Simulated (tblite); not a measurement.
# C6H8BF2Si: the cost of one run

Computed with tblite 0.8.0 and PySCF 2.14.0, with density-fitted response routines of our own, on a single molecule in the gas phase. Atoms are numbered from 0 throughout.

## 1. The starting structure

18 atoms, charge 1, multiplicity 1; geometry from: force field or distance geometry start.

Bonds of the start (Å): F0–C1 1.37, C1–F2 1.41, C1–C3 1.48, C3–C4 1.31, C4–C5 1.45, C5–C6 1.30, C6–B7 1.55, B7–C8 1.60, C8–Si9 1.86, Si9–C3 1.85, C1–H10 1.09, C4–H11 1.08, C5–H12 1.10, C6–H13 1.08, B7–H14 1.19, C8–H15 1.11, C8–H16 1.10, Si9–H17 1.50.

## 2. Geometry optimisation with GFN2-xTB

Job settings and geometry (Å):

```
{"job": {"kind": "relax", "xc": "GFN2-xTB", "basis": "xTB"}, "charge": 1, "multiplicity": 1}
F      2.845800    -1.006500    -1.784400
C      2.584500    -0.656800    -0.482900
F      2.713700    -1.847100     0.267200
C      1.197300    -0.181700    -0.248600
C      1.077200     1.032300     0.229200
C     -0.121100     1.790300     0.550500
C     -1.374200     1.508200     0.730300
B     -2.103200     0.145200     0.657300
C     -2.008900    -1.037100    -0.415100
Si    -0.187700    -1.346700    -0.611100
H      3.261900     0.077100    -0.048100
H      1.997300     1.568700     0.387200
H      0.093900     2.857000     0.688100
H     -1.987600     2.361800     0.975700
H     -3.169100     0.151800     1.184000
H     -2.593800    -1.900900    -0.024300
H     -2.345900    -0.697800    -1.406300
H      0.111200    -2.811400    -0.660400
```

Launch:

```bash
OMP_NUM_THREADS=1 python probes_run.py task.json out
```

One launch serves the whole session: the jobs run in the order shown.

**Question.** How long does this first job take on 1 thread of Arm Neoverse V1, shared host, and how much memory does it need?

About 1.9 s, with a peak of 0.18 GiB.
